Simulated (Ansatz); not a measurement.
# Zn: the cost of one run

Program: Ansatz 0.2.0. Level of theory: DFT PBE, scalar-relativistic, plane waves, PAW. These are calculated values, not measurements.

## 1. Starting point

It takes space group P6_3/mmc (No. 194, hexagonal). Conventional cell: a = 2.614 Å, b = 2.614 Å, c = 4.873 Å, α = 90.00°, β = 90.00°, γ = 120.00°. Zn (site symmetry -6m2) has 12 Zn at 2.61 to 2.87 Å as nearest neighbours.

Coordinates:

```
CELL_PARAMETERS angstrom
2.61436 0.00000 0.00000
-1.30718 2.26410 0.00000
0.00000 0.00000 4.87316
ATOMIC_POSITIONS crystal
Zn 0.33333 0.66667 0.25000
Zn 0.66667 0.33333 0.75000
```

Source of the structure: the Materials Project (structure only).

(A quick probe on a coarse mesh, which set the mesh and smearing, is not shown.)

## 3. Relaxing cell and atoms

File input.yaml:

```yaml
crystal:
  lattice:
    - [2.6143598, 0.0, 0.0]
    - [-1.3071799, 2.264102, 0.0]
    - [0.0, 0.0, 4.87316102]
  atoms:
    - { symbol: Zn, position: [0.33333333, 0.66666667, 0.25] }
    - { symbol: Zn, position: [0.66666667, 0.33333333, 0.75] }
basis:
  ecutwfc: 420
kpoints:
  mp_grid: { grid: [18, 18, 10] }
hamiltonian:
  xc: pbe
scf:
  occupations: { method: gaussian, width: 0.1 }
output:
  forces: true
  stress: true
  eigenvalues: true
  write_density: true
  write_potential: true
  elf: true
  volumetric_format: npy
relax:
  adjacent_minimum: "off"
  f_tol: 0.005
  max_steps: 80
  cell: { stress_tol: 0.05 }
```

Command:

```bash
> ansatz run input.yaml --threads 4 --pin off --max-ram 8192MiB --backend cpu --events-out ev --progress --plain --runs-dir out
```

What time and memory should one allow on 4 threads of AMD EPYC 9R45 (Zen 5), shared host?

About 4.2 s, with a peak of 0.44 GiB.
